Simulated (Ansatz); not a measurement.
**CH₄AlFGe: how energies converge with the basis set**

One table from this session's results is given with a row withheld; the runs are named, their logs left out.

The runs use Ansatz 0.2.0, Gaussian basis; one geometry, several basis sets.

The runs, in order: PBE0-D4/def2-SVP; ωB97M-V/def2-SVP; PBE0-D4/def2-QZVPP; ωB97M-V/def2-QZVPP; the functionals' def2-TZVPP values are taken from earlier runs.

**The relaxed structure**

All runs share one geometry, relaxed beforehand with PBE0-D4 in a triple-zeta def2 set.

SMILES `F[CH]1[AlH][GeH2]1`, 8 atoms, charge 0, spin multiplicity 1.

Atoms are counted from 1 here; the program's logs count them from 0.

Bond lengths: F1–C2 1.373 Å, C2–Al3 1.943 Å, C2–Ge4 2.045 Å, C2–H5 1.106 Å, Al3–Ge4 2.405 Å, Al3–H6 1.584 Å, Ge4–H7 1.544 Å, Ge4–H8 1.538 Å. Angles: F1–C2–Al3 134.6°, F1–C2–Ge4 126.0°, F1–C2–H5 109.3°, Al3–C2–Ge4 74.1°, Al3–C2–H5 105.7°, Ge4–C2–H5 99.1°, C2–Al3–Ge4 54.9°, C2–Al3–H6 146.3°, Ge4–Al3–H6 152.8°, C2–Ge4–Al3 51.0°, C2–Ge4–H7 113.7°, C2–Ge4–H8 115.6°, Al3–Ge4–H7 111.1°, Al3–Ge4–H8 139.3°, H7–Ge4–H8 109.2°.

Set-up of the first run:

The input, in.yaml:

```yaml
crystal:
  periodic: [false, false, false]
  atoms:
    - {symbol: F, position_ang: [-0.469198, 1.170417, -1.770798]}
    - {symbol: C, position_ang: [-0.555019, 0.562588, -0.542861]}
    - {symbol: Al, position_ang: [0.211696, 0.908861, 1.209068]}
    - {symbol: Ge, position_ang: [0.384719, -1.167474, 0.008629]}
    - {symbol: H, position_ang: [-1.602350, 0.260561, -0.357302]}
    - {symbol: H, position_ang: [0.755760, 2.003649, 2.216809]}
    - {symbol: H, position_ang: [1.788369, -1.336448, -0.611649]}
    - {symbol: H, position_ang: [-0.421777, -2.459253, -0.207695]}
basis:
  gaussian: {orbitals: def2-SVP}
hamiltonian: {xc: pbe0, dispersion: d4}
output: {orbitals: {seedname: orbitals}}
```

Launch:

```sh
> ansatz run in.yaml --threads 2 --pin off --events-out ev --progress --plain --max-ram 4352MiB
```

Steps of the session up to this table: PBE0-D4 in def2-SVP; ωB97M-V in def2-SVP; PBE0-D4 in def2-QZVPP; ωB97M-V in def2-QZVPP.

One table of the session follows, with a row left open; its other results are not shown here.

It belongs to the step «Density functionals: the series». 

```
functional       basis  HOMO (eV)  LUMO (eV)
   PBE0-D4    def2-SVP      -6.54      -2.10
   PBE0-D4  def2-TZVPP      -6.59      -2.12
   PBE0-D4  def2-QZVPP          ?          ?
   ωB97M-V    def2-SVP      -8.45      -0.37
   ωB97M-V  def2-TZVPP      -8.53      -0.45
   ωB97M-V  def2-QZVPP      -8.55      -0.54
```

**Question.** Estimate the row for PBE0-D4, def2-QZVPP.

As computed: HOMO (eV): -6.60; LUMO (eV): -2.14. In the column «HOMO (eV)» it lies between ωB97M-V, def2-SVP (-8.45) and PBE0-D4, def2-TZVPP (-6.59).
